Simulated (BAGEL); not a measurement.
# C2H6Se (SMILES CC[SeH]): HF/3-21G (density fitting with qzvpp-jkfit)

What is the vertical singlet–triplet gap of C2H6Se at HF/3-21G (density fitting with qzvpp-jkfit)? 

Program for the calculation: BAGEL 1.2.2.

5 further runs of the same task are left out: 2 that didn't finish, 3 set aside as unsound or not needed.

## (1) Starting point

C2H6Se has 9 atoms, charge 0, and is taken as a singlet. As SMILES, `CC[SeH]`. Geometry: relaxed at PBE0-D4/def2-TZVP. This is one conformer, not always the lowest.

Bond lengths: C1–C2 1.512 Å, C2–Se3 1.958 Å, C1–H4 1.095 Å, C1–H5 1.091 Å, C1–H6 1.092 Å, C2–H7 1.092 Å, C2–H8 1.090 Å, Se3–H9 1.469 Å. Some angles: C1–C2–Se3 114.0°, C1–C2–H7 111.4°, C1–C2–H8 112.1°, Se3–C2–H7 103.6°, Se3–C2–H8 107.8°, C2–C1–H4 110.4°, C2–C1–H5 111.2°, C2–C1–H6 111.2°, C2–Se3–H9 95.0°, H7–C2–H8 107.4°.

## (2) The energy at HF/3-21G (density fitting with qzvpp-jkfit)

The input, job.json:

```json
{ "bagel": [

{
  "title": "molecule",
  "basis": "3-21g",
  "df_basis": "qzvpp-jkfit",
  "angstrom": "true",
  "geometry": [
    { "atom": "C", "xyz": [   -0.462800,    0.619900,   -0.594700 ] },
    { "atom": "C", "xyz": [    0.220000,   -0.651600,   -0.143800 ] },
    { "atom": "Se", "xyz": [    1.467300,   -0.399500,    1.344200 ] },
    { "atom": "H", "xyz": [   -1.113000,    0.420000,   -1.452400 ] },
    { "atom": "H", "xyz": [    0.266900,    1.377400,   -0.885600 ] },
    { "atom": "H", "xyz": [   -1.080700,    1.040500,    0.201600 ] },
    { "atom": "H", "xyz": [    0.845200,   -1.070700,   -0.934700 ] },
    { "atom": "H", "xyz": [   -0.495600,   -1.419800,    0.148200 ] },
    { "atom": "H", "xyz": [    0.441100,    0.037700,    2.300200 ] }
  ]
},
{
  "title": "hf"
},
{
  "title": "print",
  "file": "orbitals.molden",
  "orbitals": "true"
}

]}
```

Command:

```console
$ BAGEL_NUM_THREADS=1 BAGEL job.json > job.out
```

The log of the run:

```text
* using 1 threads per process

  ===============================================================
  ===============================================================

  *** Geometry ***

  { "atom" : "C", "xyz" : [     -0.874565,      1.171441,     -1.123820 ] },
  { "atom" : "C", "xyz" : [      0.415740,     -1.231346,     -0.271743 ] },
  { "atom" : "Se", "xyz" : [      2.772795,     -0.754946,      2.540170 ] },
  { "atom" : "H", "xyz" : [     -2.103265,      0.793685,     -2.744638 ] },
  { "atom" : "H", "xyz" : [      0.504368,      2.602909,     -1.673541 ] },
  { "atom" : "H", "xyz" : [     -2.042227,      1.966260,      0.380969 ] },
  { "atom" : "H", "xyz" : [      1.597197,     -2.023330,     -1.766327 ] },
  { "atom" : "H", "xyz" : [     -0.936548,     -2.683033,      0.280057 ] },
  { "atom" : "H", "xyz" : [      0.833558,      0.071243,      4.346748 ] },

  Number of auxiliary basis functions:      524

  Since a DF basis is specified, we compute 2- and 3-index integrals:
    o Being stored without compression. Storage requirement is 0.011 GB

  Number of basis functions:       52
  Number of electrons      :       52

    * METHOD: MOLECULE                             0.22

  *** RHF ***

  === Nuclear Repulsion ===
   174.9593824494

      * DIIS with orbital gradients will be used.

  === RHF iteration (3-21g) ===
      0      -2467.21667849          0.01338682           0.05
      1      -2467.25799711          0.00329671           0.06
      2      -2467.26114254          0.00131229           0.05
      3      -2467.26153303          0.00012635           0.06
      4      -2467.26154035          0.00004680           0.05
      5      -2467.26154132          0.00000813           0.06
      6      -2467.26154137          0.00000203           0.05
      7      -2467.26154137          0.00000052           0.05
      8      -2467.26154137          0.00000013           0.05
      9      -2467.26154137          0.00000006           0.05
     10      -2467.26154137          0.00000002           0.05
     11      -2467.26154137          0.00000001           0.05
    * SCF iteration converged.

    * Permanent dipole moment:
           (    0.568143,    -0.030660,     0.301483) a.u.

    * METHOD: HF                                   0.80

    * METHOD: PRINT                                0.01

  ===============================================================
```

Wall time 1.2 s (1 thread of Arm Neoverse V1, shared host); peak memory 0.091 GiB.

## (3) The triplet at the same level

The input, hf.json:

```json
{ "bagel": [

{
  "title": "molecule",
  "basis": "3-21g",
  "df_basis": "qzvpp-jkfit",
  "angstrom": true,
  "geometry": [
    { "atom": "C", "xyz": [   -0.462800,    0.619900,   -0.594700 ] },
    { "atom": "C", "xyz": [    0.220000,   -0.651600,   -0.143800 ] },
    { "atom": "Se", "xyz": [    1.467300,   -0.399500,    1.344200 ] },
    { "atom": "H", "xyz": [   -1.113000,    0.420000,   -1.452400 ] },
    { "atom": "H", "xyz": [    0.266900,    1.377400,   -0.885600 ] },
    { "atom": "H", "xyz": [   -1.080700,    1.040500,    0.201600 ] },
    { "atom": "H", "xyz": [    0.845200,   -1.070700,   -0.934700 ] },
    { "atom": "H", "xyz": [   -0.495600,   -1.419800,    0.148200 ] },
    { "atom": "H", "xyz": [    0.441100,    0.037700,    2.300200 ] }
  ]
},
{
  "title": "uhf",
  "nopen": 2
},
{
  "title": "print",
  "file": "orbitals.molden",
  "orbitals": true
}

]}
```

Command:

```console
$ BAGEL_NUM_THREADS=1 BAGEL hf.json > hf.out
```

The log of the run:

```text
* using 1 threads per process

  ===============================================================
  ===============================================================

  *** Geometry ***

  { "atom" : "C", "xyz" : [     -0.874565,      1.171441,     -1.123820 ] },
  { "atom" : "C", "xyz" : [      0.415740,     -1.231346,     -0.271743 ] },
  { "atom" : "Se", "xyz" : [      2.772795,     -0.754946,      2.540170 ] },
  { "atom" : "H", "xyz" : [     -2.103265,      0.793685,     -2.744638 ] },
  { "atom" : "H", "xyz" : [      0.504368,      2.602909,     -1.673541 ] },
  { "atom" : "H", "xyz" : [     -2.042227,      1.966260,      0.380969 ] },
  { "atom" : "H", "xyz" : [      1.597197,     -2.023330,     -1.766327 ] },
  { "atom" : "H", "xyz" : [     -0.936548,     -2.683033,      0.280057 ] },
  { "atom" : "H", "xyz" : [      0.833558,      0.071243,      4.346748 ] },

  Number of auxiliary basis functions:      524

  Since a DF basis is specified, we compute 2- and 3-index integrals:
    o Being stored without compression. Storage requirement is 0.011 GB

  Number of basis functions:       52
  Number of electrons      :       52

    * METHOD: MOLECULE                             0.22

  *** Open-shell HF ***

  === Nuclear Repulsion ===
   174.9593824494

      * DIIS with orbital gradients will be used.

  === UHF iteration (3-21g) ===
      0      -2467.00559783          0.02962776           0.11
      1      -2467.06866279          0.01031766           0.10
      2      -2467.07812680          0.00536482           0.11
      3      -2467.08039893          0.00090105           0.10
      4      -2467.08103630          0.00027446           0.10
      5      -2467.08117684          0.00019366           0.11
      6      -2467.08125453          0.00013856           0.10
      7      -2467.08131104          0.00012393           0.10
      8      -2467.08140109          0.00008869           0.10
      9      -2467.08145550          0.00008425           0.11
     10      -2467.08154426          0.00005764           0.10
     11      -2467.08159384          0.00003654           0.10
     12      -2467.08161061          0.00002210           0.10
     13      -2467.08161638          0.00001067           0.10
     14      -2467.08161784          0.00000349           0.10
     15      -2467.08161788          0.00000171           0.10
     16      -2467.08161789          0.00000096           0.10
     17      -2467.08161790          0.00000050           0.10
     18      -2467.08161790          0.00000031           0.10
     19      -2467.08161790          0.00000018           0.11
     20      -2467.08161790          0.00000011           0.12
     21      -2467.08161790          0.00000004           0.11
     22      -2467.08161790          0.00000004           0.12
     23      -2467.08161790          0.00000003           0.12
     24      -2467.08161790          0.00000002           0.10
     25      -2467.08161790          0.00000002           0.10
     26      -2467.08161790          0.00000001           0.10
     27      -2467.08161790          0.00000001           0.11
    * SCF iteration converged.

    * S^2 (UHF) is 2.0148

    * Permanent dipole moment:
           (    0.280678,     0.013712,     0.220255) a.u.

    * METHOD: UHF                                  3.15

    * METHOD: PRINT                                0.01

  ===============================================================
```

Wall time 3.6 s (1 thread of Arm Neoverse V1, shared host); peak memory 0.091 GiB.

## (4) Summary of results

Level: HF/3-21G (density fitting with qzvpp-jkfit).

```
                                        quantity           value
                           singlet: total energy  -2467.26154 Eh
                          singlet: dipole moment          1.64 D
                            singlet: HOMO energy        -8.95 eV
                            singlet: LUMO energy         4.52 eV
                          singlet: HOMO–LUMO gap        13.47 eV
                           triplet: total energy  -2467.08162 Eh
                          triplet: dipole moment          0.91 D
                                   triplet: ⟨S²⟩           2.015
vertical energy of the triplet above the singlet        4.896 eV
```

**Reading.** At this shape the triplet lies 4.90 eV (113 kcal/mol) above the singlet.
